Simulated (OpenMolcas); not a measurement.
**Pm²⁺ among point charges: CASSCF levels and susceptibility**

How does a field of 6 point charges split the states of Pm²⁺, and what χT follows?

The numbers are computed with OpenMolcas 26.06 (state-averaged CASSCF, spin-orbit coupling by RASSI with atomic mean-field integrals), except any that are marked as measured or tabulated.

### 1 The system

```
Species                           : Pm²⁺ (promethium, Z = 61, 59 electrons)
Basis                             : ANO-RCC-VDZP [7s6p4d2f1g], 68 functions
Scalar Hamiltonian                : DKH2, point nucleus
Inactive shells                   : 1s 2s 2p 3s 3p 3d 4s 4p 4d 5s 5p
Active space                      : 5 electrons in 7 orbitals (4f)
Some configurations of this space : 4f⁵
Orbitals                          : optimised for the highest spin of each parity, averaged over all roots
```

The outer shells:

4f5
```
4f [↑ ][↑ ][↑ ][↑ ][↑ ][  ][  ]
```

The ion sits among 6 point charges of -1.5 e arranged as a trigonal antiprism (D3d), 2.39 Å from the ion, with a polar angle of 60.8° against the regular 54.74°.

Each step is its own input file, run in one work folder so that later steps find the files of earlier ones. Labels, J, g values, rates, χT and fits are worked out afterwards by a script from the matrices that RASSI stores. The input lists half of the charges; inversion (Group=XYZ) makes the rest.

### 2 Basis and integrals

Contents of a.inp:

```
&GATEWAY
Coord
1

Pm 0.0 0.0 0.0
Basis=ANO-RCC-VDZP
Group=XYZ
NoMove
AngMom=0.0 0.0 0.0
AMFI
XField
3 Angstrom 0
0.000000 2.085398 1.167567 -1.500000
1.806008 -1.042699 1.167567 -1.500000
1.806008 1.042699 -1.167567 -1.500000
&SEWARD
```

### 3 Reference wave functions, sextets of odd parity, 21 roots

Contents of a.inp:

```
&RASSCF
FileOrb=start.orb
Symmetry=2
Spin=6
nActEl=5 0 0
Inactive=15 12
Ras2=0 7
CIRoot=21 21 1
SDav=21
CIMx=300
Iter=120 100
PrWF=0.3
OrbListing=Nothing
MaxOrb=0
>>> COPY $Project.JobIph JOB001
```

start.orb holds the contracted functions of the basis, ordered by shell, or the orbitals of the step before.

### 4 CASSCF: quartets of odd parity, 162 roots

Contents of a.inp:

```
&RASSCF
FileOrb=start.orb
Symmetry=2
Spin=4
nActEl=5 0 0
Inactive=15 12
Ras2=0 7
CIRoot=162 162 1
SDav=224
CIMx=300
Iter=120 100
PrWF=0.3
OrbListing=Nothing
MaxOrb=0
CIOnly
>>> COPY $Project.JobIph JOB002
```

### 5 CASSCF: doublets of odd parity, 162 roots

Contents of a.inp:

```
&RASSCF
FileOrb=start.orb
Symmetry=2
Spin=2
nActEl=5 0 0
Inactive=15 12
Ras2=0 7
CIRoot=162 162 1
SDav=490
CIMx=300
Iter=120 100
PrWF=0.3
OrbListing=Nothing
MaxOrb=0
CIOnly
>>> COPY $Project.JobIph JOB003
```

### 6 State interaction with spin-orbit coupling

Contents of a.inp:

```
&RASSI
NrOfJobIphs=3 21 108 41
1 2 3 4 5 6 7 8 9 10 11 12 13 14 15 16 17 18 19 20 21
1 2 3 4 5 6 7 8 9 10 11 12 13 14 15 16 17 18 19 20 21 22 23 24 25 26 27
28 29 30 31 32 33 34 35 36 37 38 39 40 41 42 43 44 45 46 47 48 49 50 51
52 53 54 55 56 57 58 59 60 61 62 63 64 65 66 67 68 69 70 71 72 73 74 75
76 77 78 79 80 81 82 83 84 85 86 87 88 89 90 91 92 93 94 95 96 97 98 99
100 101 102 103 104 105 106 107 108
1 2 3 4 5 6 7 8 9 10 11 12 13 14 15 16 17 18 19 20 21 22 23 24 25 26 27
28 29 30 31 32 33 34 35 36 37 38 39 40 41
IphNames
JOB001
JOB002
JOB003
EJob
SpinOrbit
DIPRint=1.0
SOCoupling=1000.0
Subsets=2
Property=9
'ANGMOM' 1 'ANGMOM' 2 'ANGMOM' 3 'MLTPL  1' 1 'MLTPL  1' 2 'MLTPL  1' 3
'AMFI' 1 'AMFI' 2 'AMFI' 3
SOProperty=3
'ANGMOM' 1 'ANGMOM' 2 'ANGMOM' 3
```

What does the calculation give? Wanted: spin-free ground state; first state of the same spin within the active space; lowest level; next level.

**Answer**, as computed:

```
                                            quantity                              value
                                              method                             CASSCF
                              spin-free ground state     6E, 2-fold in its orbital part
first state of the same spin within the active space                     6E at 996 cm⁻¹
                                        lowest level  2-fold E1/2, g = 0.05, 0.05, 0.28
                                          next level                         947.7 cm⁻¹
                                         χT at 300 K                     0.40 cm³ K/mol
                           effective moment at 300 K                            1.78 μB
```

**Reading.** The spin-free ground state (6E) comes to 100 % from free-ion H terms and keeps the highest spin of the shell. The quartets, doublets rest on orbitals optimised for another spin in at least one step, which raises them against the optimised states. Not all states of the active space went into the spin-orbit step. High states of lower spin are left out of the spin-orbit mixing, and CASSCF puts spin-flip levels too high. This is an electrostatic model: the charges have no orbitals.
